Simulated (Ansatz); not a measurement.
# TiSb2Se2: the cost of one run

Computed with Ansatz 0.2.0 (DFT PBE, scalar-relativistic, plane waves, PAW, unless a step's input says otherwise).

1 further run of the same task is left out (it didn't finish).

**1. Starting point**

Symmetry: P4/mmm, No. 123, tetragonal system. Conventional cell: a = 4.440 Å, b = 4.440 Å, c = 7.897 Å, α = 90.00°, β = 90.00°, γ = 90.00°. Ti (site symmetry 4/mmm) is surrounded by 4 Sb at 2.22 Å. Around Sb (site symmetry mmm) lie 2 Ti at 2.22 Å. Se (site symmetry 4mm) has 1 Se at 2.10 Å in its first shell of neighbours.

Coordinates:

```cif
data_structure
_symmetry_space_group_name_H-M 'P4/mmm'
_symmetry_Int_Tables_number 123
_cell_length_a 4.4398
_cell_length_b 4.4398
_cell_length_c 7.8972
_cell_angle_alpha 90.000
_cell_angle_beta 90.000
_cell_angle_gamma 90.000
_cell_volume 155.67
loop_
_atom_site_label
_atom_site_type_symbol
_atom_site_symmetry_multiplicity
_atom_site_Wyckoff_symbol
_atom_site_fract_x
_atom_site_fract_y
_atom_site_fract_z
_atom_site_occupancy
Ti1 Ti 1 a 0.00000 0.00000 0.00000 1
Sb1 Sb 2 f 0.50000 0.00000 0.00000 1
Se1 Se 2 g 0.00000 0.00000 0.63296 1
```

A structure generator made this guess: random cell by space group and Wyckoff sites (P4/mmm, No. 123). The dimensions are guesses.

**2. Probe: one point on a coarse mesh**

The input, input.yaml:

```yaml
crystal:
  lattice:
    - [4.43983988, 0.0, 0.0]
    - [0.0, 4.43983988, 0.0]
    - [0.0, 0.0, 7.89723632]
  atoms:
    - { symbol: Ti, position: [0.0, 0.0, 0.0], spin: 1.0 }
    - { symbol: Sb, position: [0.5, 0.0, 0.0] }
    - { symbol: Sb, position: [0.0, 0.5, 0.0] }
    - { symbol: Se, position: [0.0, 0.0, 0.63295998] }
    - { symbol: Se, position: [0.0, 0.0, 0.36704002] }
basis:
  ecutwfc: 420
kpoints:
  mp_grid: { grid: [4, 4, 2] }
hamiltonian:
  xc: pbe
scf:
  occupations: { method: gaussian, width: 0.1 }
  lower_state_search: "off"
output:
  forces: true
  stress: true
  eigenvalues: true
  populations: true
magnetization:
  spin_polarized: true
```

Command:

```
ansatz run input.yaml --threads 1 --pin off --max-ram 2560MiB --backend cpu --events-out ev --progress --plain --runs-dir out
```

**Question.** How long does this run take on 1 thread of Intel Xeon at 2.50GHz (Skylake/Cascade Lake), shared host, and how much memory does it need?

About 54 s, with a peak of 0.53 GiB.
